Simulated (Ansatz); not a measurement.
## Sr2NiWO6 under changes of volume

One of the cells (12.218 Å³/atom); the others are scaled copies at fixed shape and fractional positions:

```
W Sr Ni O
1.0
    -2.77855    2.77855    3.95655
     2.77855   -2.77855    3.95655
     2.77855    2.77855   -3.95655
W Sr Ni O
1 2 1 6
Cartesian
  0.0000 0.0000 3.9566
  2.7786 0.0000 1.9783
  0.0000 2.7786 1.9783
  0.0000 0.0000 0.0000
  0.0000 0.0000 5.8953
  0.0000 0.0000 2.0178
  1.2615 3.9511 0.0000
  1.1725 1.5171 3.9566
  1.5171 -1.1725 3.9565
  1.6060 1.2615 0.0000
```

```yaml
Program: Ansatz 0.2.0
Functional: PBEsol
Potentials_or_basis: Ansatz PAW
Cutoff: "420 eV (not typed: the program's choice for these potentials)"
k_mesh: 7 × 7 × 7
Occupations: fermi-dirac, width 0.05 eV
Spin: collinear spin, ferromagnetic start
Starting_moments: "[0.0, 0.0, 0.0, 1.0, 0.0, 0.0, 0.0, 0.0, 0.0, 0.0] μB"
```

| volume (Å³/atom) | energy over the lowest point (meV/atom) | pressure (GPa) | gap on the mesh (eV) | largest force (eV/Å) |
| --- | --- | --- | --- | --- |
| 11.485 | 15.24 | 9.6 | 0.77 | 0.998 |
| 11.730 | 4.23 | 4.9 | 0.79 | 0.669 |
| 11.974 | 0.00 | 0.7 | 0.82 | 0.366 |
| 12.218 | 1.83 | -3.0 | 0.84 | 0.399 |
| 12.463 | 9.05 | -6.4 | 0.85 | 0.618 |
| 12.707 | ? | ? | ? | ? |
| 12.951 | 37.56 | -12.1 | 0.85 | 1.006 |

Task: What does the run at 12.707 Å³/atom give?

Result: Energy over the lowest point 21.15 meV/atom; pressure -9.4 GPa; gap on the mesh 0.87 eV; largest force 0.820 eV/Å.

Worked out: A Birch-Murnaghan fit of order 3 (a polynomial in V^(-2/3)) to the other rows has its minimum at 12.02 Å³/atom with B0 = V·E''(V) = 191 GPa and B' = 4.4 at fixed shape and positions, which overstates the stiffness. It gives 21.14 meV/atom at 12.707 Å³/atom, against the run's 21.15, and -dE/dV = -9.4 GPa, against -9.4. A parabola through the other rows of the gap, of slope 0.0866 eV per unit of ln V there, gives 0.85 eV, against the run's 0.87.

Energies are extrapolated to zero smearing.

Caveats: odd divisions of the mesh miss points on the zone boundary, where band edges often lie, so the gap on the mesh can be too wide; spin-orbit coupling is left out, which moves the levels of the heavy elements; a cell with one magnetic atom can't hold antiferromagnetic order, which such compounds often take; the PAW data sets come from PBE, with cores solved anew for the run's functional, which leaves a small shift of forces and pressure; forces of over 1 eV/Å show positions far from the minimum, so gaps and moduli don't describe the material at rest (some runs).

A mesh can miss the band edges.
